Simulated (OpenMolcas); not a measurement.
# Mo⁴⁺ among point charges: CASSCF and CASPT2 levels and susceptibility

Aim: the splitting of the states of Mo⁴⁺ in the field of 6 point charges, its lowest levels with spin-orbit coupling and its magnetic susceptibility.

Program: OpenMolcas 26.06. Level of theory: state-averaged CASSCF and CASPT2, spin-orbit coupling by RASSI with atomic mean-field integrals. These are calculated values, not measurements, unless marked.

## Step 1: The atom as given

| Item | Value |
| --- | --- |
| Species | Mo⁴⁺ (molybdenum, Z = 42, 38 electrons) |
| Basis | ANO-RCC-VDZP [6s5p3d1f], 43 functions |
| Scalar Hamiltonian | DKH2, point nucleus |
| Inactive shells | 1s 2s 2p 3s 3p 3d 4s 4p |
| Active space | 2 electrons in 5 orbitals (4d) |
| Some configurations of this space | 4d2 |
| Orbitals | optimised for each spin and parity, averaged over all roots |

The outer shells:

4d2
```
4d [↑ ][↑ ][  ][  ][  ]
```

The ion sits among 6 point charges of -1.7 e arranged as a tetragonal octahedron (D4h), 2.06 Å from the ion, with the axial distance 2.431 Å.

The work runs as a chain of OpenMolcas steps in one folder; each step below is one input file. Labels, J, g values, rates, χT and fits are worked out afterwards by a script from the matrices that RASSI stores. The input lists half of the charges; inversion (Group=XYZ) makes the rest.

## Step 2: One- and two-electron integrals

a.inp reads:

```
&GATEWAY
Coord
1

Mo 0.0 0.0 0.0
Basis=ANO-RCC-VDZP
Group=XYZ
NoMove
AngMom=0.0 0.0 0.0
AMFI
XField
3 Angstrom 0
2.060000 0.000000 0.000000 -1.700000
0.000000 2.060000 0.000000 -1.700000
0.000000 0.000000 2.430800 -1.700000
&SEWARD
```

Launch:

```bash
$ OMP_NUM_THREADS=1 MOLCAS_MEM=1689 MOLCAS_PROJECT=a pymolcas a.inp > a.log
```

## Step 3: Reference wave functions, triplets of even parity, 10 roots

a.inp reads:

```
&RASSCF
FileOrb=start.orb
Symmetry=1
Spin=3
nActEl=2 0 0
Inactive=9 9
Ras2=5 0
CIRoot=10 10 1
SDav=10
CIMx=300
Iter=120 100
PrWF=0.3
OrbListing=Nothing
MaxOrb=0
>>> COPY $Project.JobIph JOB001
```

start.orb holds the contracted functions of the basis, ordered by shell, or the orbitals of the step before.

## Step 4: CASSCF: singlets of even parity, 15 roots

a.inp reads:

```
&RASSCF
FileOrb=start.orb
Symmetry=1
Spin=1
nActEl=2 0 0
Inactive=9 9
Ras2=5 0
CIRoot=15 15 1
SDav=15
CIMx=300
Iter=120 100
PrWF=0.3
OrbListing=Nothing
MaxOrb=0
>>> COPY $Project.JobIph JOB002
```

## Step 5: State interaction with spin-orbit coupling

a.inp reads:

```
&RASSI
NrOfJobIphs=2 10 15
1 2 3 4 5 6 7 8 9 10
1 2 3 4 5 6 7 8 9 10 11 12 13 14 15
IphNames
JOB001
JOB002
EJob
SpinOrbit
DIPRint=1.0
SOCoupling=1000.0
Subsets=2
Property=9
'ANGMOM' 1 'ANGMOM' 2 'ANGMOM' 3 'MLTPL  1' 1 'MLTPL  1' 2 'MLTPL  1' 3
'AMFI' 1 'AMFI' 2 'AMFI' 3
SOProperty=3
'ANGMOM' 1 'ANGMOM' 2 'ANGMOM' 3
```

## Step 6: CASPT2: IPEA 0.25, imaginary shift 0.1 (closed shells correlated: 4s 4p)

a.inp reads:

```
>>> COPY JOB001 $Project.JobIph
&CASPT2
Multistate=10 1 2 3 4 5 6 7 8 9 10
NoMult
Frozen=8 6
IPEA=0.25
Imaginary=0.1
MaxIter=60
WThr=0.0 0.3 0.05
PrWF=0.5
NoMix
>>> COPY JOB002 $Project.JobIph
&CASPT2
Multistate=15 1 2 3 4 5 6 7 8 9 10 11 12 13 14 15
NoMult
Frozen=8 6
IPEA=0.25
Imaginary=0.1
MaxIter=60
WThr=0.0 0.3 0.05
PrWF=0.5
NoMix
```

(Steps that only read results are left out.)

What does the calculation give? Wanted: spin-free ground state; first state of the same spin within the active space; lowest level; next level.

**Answer**, as computed:

```
                                            quantity                                                                        value
                                              method  SS-CASPT2, IPEA 0.25, imaginary shift 0.1 (closed shells correlated: 4s 4p)
                              spin-free ground state                                              3A2, 1-fold in its orbital part
first state of the same spin within the active space                                                              3E at 2600 cm⁻¹
                                        lowest level                                                                    1-fold A1
                                          next level                                                                   302.0 cm⁻¹
                                         χT at 300 K                                                               0.33 cm³ K/mol
                           effective moment at 300 K                                                                      1.62 μB
```

Cost by method:

```csv
method,time of its own steps,time with the reference
A. CASSCF,5.3 s,5.3 s
"B. SS-CASPT2, IPEA 0.25, imaginary shift 0.1, +4s 4p",1.9 s,7.2 s
```

Times are of one thread on a shared host.

The spin-free ground state (3A2) comes to 93 % from free-ion F terms and keeps the highest spin of the shell. χT at 300 K is 0.33, against 1.00 cm³ K/mol for the spin alone, so spin-orbit coupling lowers it. The field of point charges can differ much from that of real complexes. This is an electrostatic model: the charges have no orbitals.
